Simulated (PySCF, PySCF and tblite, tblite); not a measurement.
# C5H5FO: telling isomers apart by computed NMR, part 2 of 2

PySCF and tblite. Atoms count from 0.

### 9 Boltzmann average, isomer B: properties at PBE0/pcSseg-1

Job settings and geometry (Å):

```
{"job": {"study": "conf", "smiles": "C=C/C=C(/F)C=O", "search": {"seed": 7650, "n_embed": 90, "ff_keep": 18, "window": 2.5, "nmax": 6, "temps": [250, 298.15, 350], "t_ref": 298.15, "order": 0.0005}, "level": {"nmr": {"xc": "PBE0", "basis": "pcSseg-1"}, "j": {"xc": "B3LYP", "basis": {"default": "6-31G*", "H": "pcJ-1", "F": "pcJ-1"}, "nuclei": ["H", "F", "P", "Si", "B"]}}, "kind": "conf"}, "charge": 0, "multiplicity": 1}
C     -2.200814    -0.748490     0.048929
C     -0.887019    -0.559124     0.176744
C     -0.223226     0.577051    -0.395928
C      1.097794     0.825367    -0.303943
F      1.577261     1.944552    -0.900161
C      2.139826     0.051374     0.362665
O      1.983903    -0.981800     0.965302
H     -2.693344    -1.602068     0.480261
H     -2.823876    -0.054025    -0.491800
H     -0.273469    -1.261529     0.720526
H     -0.832000     1.287494    -0.943125
H      3.136161     0.520513     0.260883
```

Output:

```text
conformer  sym    E(xTB)   E(DFT)   G(298.15 K)  weight  dipole/D
    1     Cs      0.000    0.000    0.000   1.0000    1.927

mean shielding (ppm) by class
class atoms           250 K   298.15 K      350 K
  0 C  0             48.897     48.897     48.897
  1 C  1             47.967     47.967     47.967
  2 C  2             54.669     54.669     54.669
  3 C  3             25.364     25.364     25.364
  4 F  4            304.276    304.276    304.276
  5 C  5             -6.162     -6.162     -6.162
  6 O  6           -352.569   -352.569   -352.569
  7 H  7             25.709     25.709     25.709
  8 H  8             25.742     25.742     25.742
  9 H  9               23.4       23.4       23.4
 10 H  10            25.192     25.192     25.192
 11 H  11            21.794     21.794     21.794
```

Wall time 42 s (1 thread of Intel Xeon Platinum 8259CL at 2.50GHz, shared host). This counts the runs that the step sums up.

The search (ETKDG, MMFF94s, GFN2-xTB) embedded 90 structures, kept 2 distinct ones after the force field and 2 after xTB; 1 was carried on (window 2.5 kcal/mol at the search's own energies). Energies: PBE0/pcSseg-1 with D3(BJ).

Conformer by conformer (298 K):

| no. | group | mirror pair | ΔE xTB | ΔE DFT | ΔG | weight (%) | μ (D) | C0–C1–C2–C3 (°) | F4–C3–C5–O6 (°) | A, B, C (GHz) |
| --- | --- | --- | --- | --- | --- | --- | --- | --- | --- | --- |
| 1 | Cs | no | 0.00 | 0.00 | 0.00 | 100.0 | 1.93 | -180 | -180 | 3.99, 1.92, 1.30 |

Energies in kcal/mol. ΔG holds xTB vibrations and rotation, symmetry numbers and mirror pairs.

Shifts against references run at the same level (¹H TMS 31.72, ¹³C TMS 186.9, ¹⁷O H2O 336.1, ¹⁹F CFCl3 170.9 ppm of shielding), by class of atoms, at 298 K:

| atoms | environment | average |
| --- | --- | --- |
| C5 | aldehyde carbonyl carbon | 193.1 |
| C3 | α carbon of a C=C–C=O unit | 161.6 |
| C1 | alkene CH | 139.0 |
| C0 | terminal =CH2 carbon | 138.0 |
| C2 | β carbon of a C=C–C=O unit | 132.3 |
| H11 | hydrogen on an aldehyde carbonyl carbon | 9.92 |
| H9 | hydrogen on an alkene CH | 8.32 |
| H10 | hydrogen on a β carbon of a C=C–C=O unit | 6.52 |
| H7 | hydrogen on a terminal =CH2 carbon | 6.01 |
| H8 | hydrogen on a terminal =CH2 carbon | 5.97 |
| F4 | vinylic fluorine | -133.3 |
| O6 | aldehyde oxygen | 688.6 |

Couplings (Hz, B3LYP/pcJ-1+6-31G*; one pair named for each class), from conformers that hold 100 % of the weight:

| pair | bonds | average |
| --- | --- | --- |
| H8–H9 | 3 | 17.0 |
| F4–H10 | 3 | 13.7 |
| H9–H10 | 3 | 11.8 |
| H7–H9 | 3 | 11.8 |
| F4–H11 | 3 | 1.9 |
| H10–H11 | 4 | 3.6 |
| H7–H10 | 4 | -1.8 |
| F4–H9 | 4 | -1.5 |
| H8–H10 | 4 | -0.8 |

Effective distances for nuclear Overhauser effects, ⟨r⁻⁶⟩^(−1/6) over all pairs of two classes (Å): H7···H8 1.83; H8···H10 2.44; H7···H9 2.46; H8···H9 3.07; H9···H10 3.09; H7···H10 3.72; H9···H11 3.87.

### 10 Shieldings, isomer A, conformer 1: CAM-B3LYP/pcSseg-1 in dichloromethane

Job settings and geometry (Å):

```
{"job": {"xc": "CAM-B3LYP", "basis": "pcSseg-1", "solvent": "dichloromethane", "kind": "nmr", "pop": false}, "charge": 0, "multiplicity": 1}
C     -2.385658    -0.158754     0.719379
C     -1.328905    -0.094629    -0.093711
C      0.025945     0.004544     0.388887
C      1.111422     0.070473    -0.401584
F      0.983101     0.046283    -1.735605
C      2.495869     0.171504     0.063531
O      2.793825     0.205214     1.232004
H     -2.285364    -0.139854     1.796788
H     -3.393785    -0.232829     0.336814
H     -1.457508    -0.115562    -1.171792
H      0.199722     0.028871     1.460634
H      3.242535     0.214053    -0.753003
```

Output:

```text
coarse grid: 10704 points
cycle   1  E = -368.1397790052  dE =  1.217e+00  |g| = 9.119e-01  |ddm| = 3.177e+00
cycle   2  E = -367.9126394408  dE =  2.271e-01  |g| = 1.478e+00  |ddm| = 2.229e+00
cycle   3  E = -368.2990623685  dE = -3.864e-01  |g| = 7.677e-02  |ddm| = 1.510e+00
cycle   4  E = -368.2997960006  dE = -7.336e-04  |g| = 6.037e-02  |ddm| = 9.630e-02
cycle   5  E = -368.3003698988  dE = -5.739e-04  |g| = 9.610e-03  |ddm| = 5.166e-02
cycle   6  E = -368.3003967304  dE = -2.683e-05  |g| = 3.017e-03  |ddm| = 1.435e-02
cycle   7  E = -368.3003999847  dE = -3.254e-06  |g| = 1.229e-03  |ddm| = 6.309e-03
final grid: 105712 points
cycle   8  E = -368.3711785455  dE = -2.355e-05  |g| = 5.038e-03  |ddm| = 1.956e-02
cycle   9  E = -368.3711764299  dE =  2.116e-06  |g| = 6.538e-03  |ddm| = 8.694e-03
cycle  10  E = -368.3711838437  dE = -7.414e-06  |g| = 7.339e-04  |ddm| = 5.083e-03
cycle  11  E = -368.3711839463  dE = -1.026e-07  |g| = 2.256e-04  |ddm| = 6.650e-04
cycle  12  E = -368.3711839573  dE = -1.101e-08  |g| = 1.168e-04  |ddm| = 3.225e-04
cycle  13  E = -368.3711839605  dE = -3.219e-09  |g| = 2.288e-05  |ddm| = 1.223e-04
cycle  14  E = -368.3711839608  dE = -3.032e-10  |g| = 1.161e-05  |ddm| = 6.239e-05
converged SCF energy = -368.3711839608

GIAO shielding tensors (ppm)
atom      isotropic    diamagn.    paramagn.     s11        s22        s33       span
  0 C       42.714     252.912    -210.198    -74.932     42.585    160.488    235.420
  1 C       46.734     253.808    -207.074    -76.782     45.354    171.631    248.413
  2 C       54.881     259.388    -204.507    -41.929     52.364    154.206    196.136
  3 C       19.291     252.446    -233.155    -65.213     50.448     72.639    137.853
  4 F      326.087     477.787    -151.700    238.848    331.631    407.781    168.932
  5 C      -14.826     245.493    -260.319    -97.080    -35.863     88.464    185.544
  6 O     -297.166     404.265    -701.432   -903.701   -384.117    396.319   1300.020
  7 H       25.336      30.604      -5.268     22.171     24.839     28.999      6.828
  8 H       25.430      28.281      -2.851     22.861     24.651     28.778      5.917
  9 H       24.531      31.529      -6.998     22.083     22.481     29.028      6.945
 10 H       24.739      33.832      -9.093     22.734     23.462     28.021      5.287
 11 H       21.958      25.703      -3.745     20.479     21.357     24.038      3.559
```

It took 24 s on 1 thread of Intel Xeon Platinum 8259CL at 2.50GHz, shared host.

In short: HOMO -8.27 eV, LUMO -1.30 eV; dipole 2.63 D.

### 11 Boltzmann average, isomer A: properties at CAM-B3LYP/pcSseg-1 in dichloromethane

Job settings and geometry (Å):

```
{"job": {"study": "conf", "smiles": "C=C/C=C(\\F)C=O", "search": {"seed": 7650, "n_embed": 90, "ff_keep": 18, "window": 2.5, "nmax": 6, "temps": [250, 298.15, 350], "t_ref": 298.15, "order": 0.0005}, "level": {"nmr": {"xc": "CAM-B3LYP", "basis": "pcSseg-1", "solvent": "dichloromethane"}, "alter": {"geometry": "GFN1-xTB"}, "change": "CAM-B3LYP/pcSseg-1; solvent dichloromethane; GFN1-xTB geometries"}, "kind": "conf"}, "charge": 0, "multiplicity": 1}
C     -2.385658    -0.158754     0.719379
C     -1.328905    -0.094629    -0.093711
C      0.025945     0.004544     0.388887
C      1.111422     0.070473    -0.401584
F      0.983101     0.046283    -1.735605
C      2.495869     0.171504     0.063531
O      2.793825     0.205214     1.232004
H     -2.285364    -0.139854     1.796788
H     -3.393785    -0.232829     0.336814
H     -1.457508    -0.115562    -1.171792
H      0.199722     0.028871     1.460634
H      3.242535     0.214053    -0.753003
```

Output:

```text
conformer  sym    E(xTB)   E(DFT)   G(298.15 K)  weight  dipole/D
    1     Cs      0.000    0.000    0.000   1.0000    2.630

mean shielding (ppm) by class
class atoms           250 K   298.15 K      350 K
  0 C  0             42.714     42.714     42.714
  1 C  1             46.734     46.734     46.734
  2 C  2              54.88      54.88      54.88
  3 C  3             19.291     19.291     19.291
  4 F  4            326.087    326.087    326.087
  5 C  5            -14.826    -14.826    -14.826
  6 O  6           -297.166   -297.166   -297.166
  7 H  7             25.336     25.336     25.336
  8 H  8              25.43      25.43      25.43
  9 H  9             24.531     24.531     24.531
 10 H  10            24.739     24.739     24.739
 11 H  11            21.958     21.958     21.958
```

Wall time 24 s (1 thread of Intel Xeon Platinum 8259CL at 2.50GHz, shared host). This counts the runs that the step sums up.

Against the first level, at 298 K (shieldings, ppm; largest changes first):

| atoms | PBE0/pcSseg-1 | CAM-B3LYP/pcSseg-1 in dichloromethane | change |
| --- | --- | --- | --- |
| O6 | -337.5 | -297.2 | +40.3 |
| F4 | 309.8 | 326.1 | +16.3 |
| C5 | -4.1 | -14.8 | -10.7 |
| C0 | 50.2 | 42.7 | -7.5 |
| C2 | 61.8 | 54.9 | -6.9 |
| C3 | 24.4 | 19.3 | -5.1 |
| C1 | 50.4 | 46.7 | -3.6 |
| H7 | 25.59 | 25.34 | -0.26 |
| H10 | 24.97 | 24.74 | -0.23 |
| H8 | 25.66 | 25.43 | -0.23 |

Weights: from PBE0/pcSseg-1 energies 1: 100 %; from CAM-B3LYP/pcSseg-1 in dichloromethane energies 1: 100 % (with a dispersion term where the level has one and the same thermal terms, so they don't follow from the SCF energies alone). Times: 52 s and 24 s.

### 12 Assigning the signals

Job settings and geometry (Å):

```
{"job": {"study": "set", "relation": "E/Z isomers", "members": [{"smiles": "[CH2:1]=[CH:2]/[CH:3]=[C:4](\\[F:5])[CH:6]=[O:7]"}, {"smiles": "[CH2:1]=[CH:2]/[CH:3]=[C:4](/[F:5])[CH:6]=[O:7]"}], "charge": 0, "search": {"seed": 7650, "n_embed": 90, "ff_keep": 18, "window": 2.5, "nmax": 6, "temps": [250, 298.15, 350], "t_ref": 298.15, "order": 0.0005}, "level": {"nmr": {"xc": "PBE0", "basis": "pcSseg-1"}, "j": {"xc": "B3LYP", "basis": {"default": "6-31G*", "H": "pcJ-1", "F": "pcJ-1"}, "nuclei": ["H", "F", "P", "Si", "B"]}}, "dp4": {"C": [1.5, 10], "H": [0.12, 10]}, "second_levels": [{"nmr": {"xc": "CAM-B3LYP", "basis": "pcSseg-1", "solvent": "dichloromethane"}, "wide": true, "alter": {"geometry": "GFN1-xTB"}, "change": "CAM-B3LYP/pcSseg-1; solvent dichloromethane; GFN1-xTB geometries"}], "kind": "set"}, "charge": 0, "multiplicity": 1}
C     -2.381135    -0.158559     0.724034
C     -1.332768    -0.095128    -0.096737
C      0.018745     0.004117     0.375660
C      1.110277     0.071282    -0.409780
F      0.998740     0.048755    -1.756838
C      2.482069     0.170638     0.077820
O      2.793278     0.206047     1.242386
H     -2.259506    -0.137829     1.794599
H     -3.388038    -0.232656     0.352065
H     -1.468934    -0.116955    -1.169529
H      0.196534     0.028172     1.441644
H      3.231934     0.211430    -0.732982
```

Output:

```text
isomer  G rel   conformers  SMILES
A     0.000      1   C=C/C=C(\F)C=O
B     1.665      1   C=C/C=C(/F)C=O

signals of isomer A at the second level: probabilities [1.0, 0.0]
```

It took 2 min on 1 thread of Intel Xeon Platinum 8259CL at 2.50GHz, shared host. This counts the whole study up to here.

The 2 candidates (E/Z isomers), with energies and dipoles from their ensembles above, at 298 K; shieldings at PBE0/pcSseg-1:

| isomer | SMILES | conformers | ΔE | ΔG | μ rms (D) |
| --- | --- | --- | --- | --- | --- |
| A | C=C/C=C(\F)C=O | 1 | 0.00 | 0.00 | 2.31 |
| B | C=C/C=C(/F)C=O | 1 | 1.59 | 1.67 | 1.93 |

Energies in kcal/mol.

The signals of isomer A, computed at a second level (CAM-B3LYP/pcSseg-1 in dichloromethane on GFN1-xTB geometries), stand in for a spectrum. The test takes 5 C values, 5 H values (hydrogens on carbon alone). Each candidate's shieldings are matched to them by assigned atoms (like hydrogens of one group may swap) by a straight-line fit, or by a shift alone where signals are few or close (slope 1; a small slope inflates the errors), and the errors are weighed by Student-t tails (C: width 1.5 ppm, H: width 0.12 ppm).

| candidate | C slope | C mean error | C largest | H slope | H mean error | H largest | P(C) | P(H) | P(all) |
| --- | --- | --- | --- | --- | --- | --- | --- | --- | --- |
| A | 0.94 | 1.9 | 2.4 | 1.07 | 0.04 | 0.11 | 40.3 | 100.0 | 100.0 |
| B | 0.89 | 1.7 | 3.6 | 1.13 | 0.39 | 0.98 | 59.7 | 0.0 | 0.0 |

Errors in ppm, probabilities in per cent.

### 13 Outcome

The summary covers parts 1 to 2.

| quantity | value |
| --- | --- |
| conformers, isomer A | 1; the first in weight is no. 1 (Cs), 100 % at 298 K |
| root-mean-square dipole, isomer A | 2.31 D |
| averaged ¹³C shifts, isomer A (PBE0/pcSseg-1) | 191.0, 162.5, 136.8, 136.6, 125.1 ppm |
| averaged ¹H shifts, isomer A (PBE0/pcSseg-1) | 9.77, 7.14, 6.75, 6.12, 6.06 ppm |
| averaged ¹⁹F shifts, isomer A (PBE0/pcSseg-1) | -138.9 ppm |
| conformers, isomer B | 1; the first in weight is no. 1 (Cs), 100 % at 298 K |
| root-mean-square dipole, isomer B | 1.93 D |
| averaged ¹³C shifts, isomer B (PBE0/pcSseg-1) | 193.1, 161.6, 139.0, 138.0, 132.3 ppm |
| averaged ¹H shifts, isomer B (PBE0/pcSseg-1) | 9.92, 8.32, 6.52, 6.01, 5.97 ppm |
| averaged ¹⁹F shifts, isomer B (PBE0/pcSseg-1) | -133.3 ppm |
| lowest in free energy | isomer A |
| signals of A (CAM-B3LYP/pcSseg-1 in dichloromethane on GFN1-xTB geometries) | best fit A, 100 % |

In words: The search found one conformer for isomer A in the window, so the averages are its own values. The search found one conformer for isomer B in the window, so the averages are its own values. Between PBE0/pcSseg-1 and CAM-B3LYP/pcSseg-1 in dichloromethane, O6 of isomer A changes most, by 40.3 ppm of raw shielding (the geometries differ too). The test names the right isomer, A, with 100 %. The stand-in spectrum is computed, so it shares conformers and some errors with the candidates; a measured one would test harder.
